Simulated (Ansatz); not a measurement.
Working through a rigid torsion scan of C2H7NSi2, SMILES N#CC[SiH2][SiH3]

Program: the Ansatz DFT code, driven from Python.

Notebook, run cell by cell (the value of a cell's last expression is shown):

**Cell 1**
```python
import warnings

import ansatz as az
from ase import Atoms
```

**Cell 2**
```python
SETTINGS = {
    "basis": "cc-pVDZ",
    "xc": "r2scan",
    "force_tol": 0.02,
}
```

**Cell 3**
```python
warnings.simplefilter("ignore", az.DeckWarning)
```

**Cell 4**
```python
atoms = Atoms(["N", "C", "C", "Si", "Si", "H", "H", "H", "H", "H", "H", "H"], positions=[
    [2.5913, -1.396, 0.6934],
    [1.9099, -0.4599, 0.7609],
    [1.041, 0.7169, 0.8554],
    [-0.1483, 0.8537, -0.5625],
    [-1.5576, -0.9704, -0.5538],
    [1.6623, 1.6189, 0.8903],
    [0.4885, 0.6863, 1.8014],
    [-0.9459, 2.102, -0.4052],
    [0.5822, 0.9652, -1.8549],
    [-2.2226, -1.0662, 0.773],
    [-2.6026, -0.8276, -1.602],
    [-0.7981, -2.223, -0.796],
])
```

**Cell 5**
```python
# start the scan from a relaxed geometry
first = az.Crystal.molecule_from_ase(atoms).calculation()
first = first.basis(gaussian=SETTINGS["basis"]).functional(SETTINGS["xc"])
first = first.relax(force_tolerance=SETTINGS["force_tol"], max_steps=80)
atoms.positions = first.run().report["positions_ang"]
```

**Cell 6**
```python
start = atoms.get_dihedral(4, 3, 2, 1)
energies = {}
for turn in range(0, 360, 30):
    turned = atoms.copy()
    turned.set_dihedral(4, 3, 2, 1, start + turn, indices=[0, 1, 2, 5, 6])
    calc = (
        az.Crystal.molecule_from_ase(turned).calculation()
        .basis(gaussian=SETTINGS["basis"])
        .functional(SETTINGS["xc"])
    )
    energies[round((start + turn) % 360)] = calc.run().report["free_energy_ev"]
floor = min(energies.values())
print("dihedral Si4-Si3-C2-C1 (deg)   E - E(min) (kcal/mol)")
for angle, e in sorted(energies.items()):
    print(f"{angle:8d} {23.060548 * (e - floor):14.3f}  " + "#" * int(30 * (e - floor) / max(max(energies.values()) - floor, 1e-9)))
```
Output:
```text
dihedral Si4-Si3-C2-C1 (deg)   E - E(min) (kcal/mol)
      28          0.630  #######
      58          0.000
      88          1.114  ##############
     118          2.316  #############################
     148          1.478  ##################
     178          0.405  #####
     208          1.266  ################
     238          2.368  ##############################
     268          1.426  ##################
     298          0.156  #
     328          0.669  ########
     358          1.329  ################
```

The scan is rigid and the energies are electronic, in a modest basis. With rigid groups the curve can differ much from the relaxed path, the start wasn't checked as a minimum of this torsion, and equivalent turns needn't return to the same energy. Wall time of the script: 64 s on 1 thread of Intel(R) Xeon(R) 6975P-C (Granite Rapids) (shared host), peak memory 0.27 GiB.
